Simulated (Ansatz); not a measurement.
## C3H9FSi, SMILES C[SiH](C)CF: a geometry optimisation, step by step

With Ansatz 0.2.0 through its Python package.

The cells in order, each with its output:

```python
from dataclasses import dataclass
import itertools

import ansatz as az
from ase.data import atomic_numbers, covalent_radii
import numpy as np
```

```python
@dataclass(frozen=True)
class Settings:
    basis_set: str = 'def2-SVP'
    functional: str = 'B3LYP'
```

```python
opts = Settings()
```

```python
system = (
    az.Crystal.molecule()
    .atom('C', (-1.5274, 0.2388, 0.7507))
    .atom('Si', (0.1665, 0.412, 0.1035))
    .atom('C', (1.2192, -0.8571, 0.919))
    .atom('C', (0.3, 0.2201, -1.7413))
    .atom('F', (-0.612, 1.1071, -2.3305))
    .atom('H', (-1.6077, 0.4331, 1.8231))
    .atom('H', (-1.9776, -0.6935, 0.5096))
    .atom('H', (-2.175, 1.0657, 0.2792))
    .atom('H', (0.7028, 1.7723, 0.5164))
    .atom('H', (2.2901, -0.7688, 0.6155))
    .atom('H', (0.8956, -1.8713, 0.7281))
    .atom('H', (1.2603, -0.7227, 2.0363))
    .atom('H', (1.1796, 0.411, -2.1529))
    .atom('H', (-0.1272, -0.7758, -2.0279))
)
```

```python
model = (
    system.calculation()
    .basis(gaussian=opts.basis_set)  # the orbital basis, by name
    .functional(opts.functional)
    .accuracy('medium')  # preset for grids and thresholds
)
symbols = [site.symbol for site in system.cartesian_sites]
start = np.array([site.position_ang for site in system.cartesian_sites], dtype=float)
def progress(event):
    if event['event'] == 'relax_step':
        row = event['data']
        print(f'step {row["step"]:3d}  E = {row["lagrangian_ev"]:.6f} eV  largest force component {row["allowed_force_max_ev_ang"]:.4f} eV/A')


rep = model.relax(force_tolerance=0.01).session().plan().execute(on_event=progress).report
end = np.array(rep['positions_ang'])
```

    step   1  E = -13845.811191 eV  largest force component 5.7062 eV/A
    step   2  E = -13846.337664 eV  largest force component 1.4446 eV/A
    step   3  E = -13846.286985 eV  largest force component 1.2936 eV/A
    step   4  E = -13846.399259 eV  largest force component 0.1074 eV/A
    step   5  E = -13846.400910 eV  largest force component 0.0401 eV/A
    step   6  E = -13846.401194 eV  largest force component 0.0102 eV/A
    step   7  E = -13846.401230 eV  largest force component 0.0015 eV/A

```python
print('reference energy %16.6f eV' % rep['reference_energy_ev'])
print('total energy     %16.6f eV' % rep['free_energy_ev'])
print('occupied orbitals outside the frozen core (up, down):', rep['n_occupied'], ' frozen:', rep['n_frozen'], ' virtual:', rep['n_virtual'])
```

    reference energy    -13846.401478 eV
    total energy        -13846.401478 eV
    occupied orbitals outside the frozen core (up, down): [25, 25]  frozen: 0  virtual: [94, 94]

```python
# pairs closer than 1.2 times the sum of covalent radii, before or after
radius = [covalent_radii[atomic_numbers[s]] for s in symbols]
span = lambda where, i, j: np.linalg.norm(where[i] - where[j])
bonded = [(i, j) for i, j in itertools.combinations(range(len(symbols)), 2) if min(span(start, i, j), span(end, i, j)) < 1.2 * (radius[i] + radius[j])]
print('pair        before    after (A)')
for i, j in bonded:
    print(f'{symbols[i]}{i}-{symbols[j]}{j}'.ljust(10), f'{span(start, i, j):8.4f} {span(end, i, j):8.4f}')
```

    pair        before    after (A)
    C0-Si1       1.8216   1.8841
    C0-H5        1.0928   1.1020
    C0-H6        1.0630   1.1027
    C0-H7        1.1513   1.1018
    Si1-C2       1.8395   1.8897
    Si1-C3       1.8596   1.9116
    Si1-H8       1.5194   1.4948
    C2-H9        1.1166   1.1024
    C2-H10       1.0816   1.1027
    C2-H11       1.1261   1.1024
    C3-F4        1.4020   1.3969
    C3-H12       0.9897   1.1059
    C3-H13       1.1209   1.1067

```python
charges = rep['charge_distribution']
print('dipole moment', round(4.803205 * float(np.linalg.norm(charges['dipole_moment_e_ang'])), 3), 'D')
print('Mulliken:', [(s, round(q, 3)) for s, q in zip(symbols, charges['mulliken_charges_e'])])
```

    dipole moment 2.062 D
    Mulliken: [('C', -0.234), ('Si', 0.441), ('C', -0.241), ('C', 0.099), ('F', -0.289), ('H', 0.045), ('H', 0.04), ('H', 0.056), ('H', -0.104), ('H', 0.046), ('H', 0.043), ('H', 0.048), ('H', 0.027), ('H', 0.024)]

Caveats:
- The settings weren't tested for convergence.
- The end point is the stationary point reached from this start; no frequency run checks that it is a minimum, and the basis set is modest.
- b3lyp holds the VWN-RPA fit, as in Gaussian; the form of ORCA and Turbomole is b3lyp5.
- Timing: 56 s on 1 thread of Intel(R) Xeon(R) Platinum 8259CL CPU @ 2.50GHz (Skylake/Cascade Lake), on a shared host, peak memory 0.36 GiB.

(Lines on the test bed's own set-up are left out of the output.)
